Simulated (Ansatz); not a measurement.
# ClFS₂W: small, medium and large basis sets

The task here is to estimate one member of a computed series from the others.

Program: Ansatz 0.2.0, Gaussian basis. Level of theory: one geometry, several basis sets. These are calculated values, not measurements.

Levels to be run: PBE0-D4/def2-SVP; ωB97M-V/def2-SVP; PBE0-D4/def2-QZVPP; ωB97M-V/def2-QZVPP; the functionals' def2-TZVPP values are taken from earlier runs.

## The relaxed structure

An earlier PBE0-D4 in a triple-zeta def2 set relaxation fixed the geometry. W takes the def2 core potential; no spin-orbit term is included.

SMILES `[F][W](=[S])(=[S])[Cl]`, 5 atoms, charge 0, spin multiplicity 1.

Atoms are counted from 1 here; the program's logs count them from 0.

Bond lengths: F1–W2 1.843 Å, W2–S3 2.111 Å, W2–S4 2.111 Å, W2–Cl5 2.241 Å. Angles: F1–W2–S3 109.3°, F1–W2–S4 109.3°, F1–W2–Cl5 112.8°, S3–W2–S4 108.0°, S3–W2–Cl5 108.7°, S4–W2–Cl5 108.7°.

As a file:

```
F    -0.6393   -0.3651    1.7714
W    -0.0180   -0.0323    0.0690
S     1.9534   -0.7652   -0.1086
S    -1.2240   -1.0596   -1.3257
Cl   -0.0222    2.1486   -0.4475
```

Set-up of the first run:

The input, in.yaml:

```yaml
crystal:
  periodic: [false, false, false]
  atoms:
    - {symbol: F, position_ang: [-0.639281, -0.365117, 1.771435]}
    - {symbol: W, position_ang: [-0.017961, -0.032290, 0.068964]}
    - {symbol: S, position_ang: [1.953392, -0.765241, -0.108556]}
    - {symbol: S, position_ang: [-1.223985, -1.059603, -1.325703]}
    - {symbol: Cl, position_ang: [-0.022165, 2.148650, -0.447540]}
basis:
  gaussian: {orbitals: def2-SVP}
hamiltonian: {xc: pbe0, dispersion: d4}
output: {orbitals: {seedname: orbitals}}
```

Launch:

```
> ansatz run in.yaml --threads 4 --pin off --events-out ev --progress --plain --max-ram 10444MiB
```

Among the steps run: PBE0-D4 in def2-SVP; ωB97M-V in def2-SVP; PBE0-D4 in def2-QZVPP; ωB97M-V in def2-QZVPP.

One table of the session follows, with a row left open; its other results are not shown here.

It belongs to the step «Density functionals: the series». 

```
functional       basis  HOMO (eV)  LUMO (eV)
   PBE0-D4    def2-SVP          ?          ?
   PBE0-D4  def2-TZVPP      -7.74      -3.36
   PBE0-D4  def2-QZVPP      -7.74      -3.37
   ωB97M-V    def2-SVP      -9.72      -1.31
   ωB97M-V  def2-TZVPP      -9.68      -1.30
   ωB97M-V  def2-QZVPP      -9.69      -1.34
```

Estimate the missing values for PBE0-D4, def2-SVP.

**Answer.** HOMO (eV): -7.81; LUMO (eV): -3.40. In the column «HOMO (eV)» it lies between ωB97M-V, def2-TZVPP (-9.68) and PBE0-D4, def2-TZVPP (-7.74).
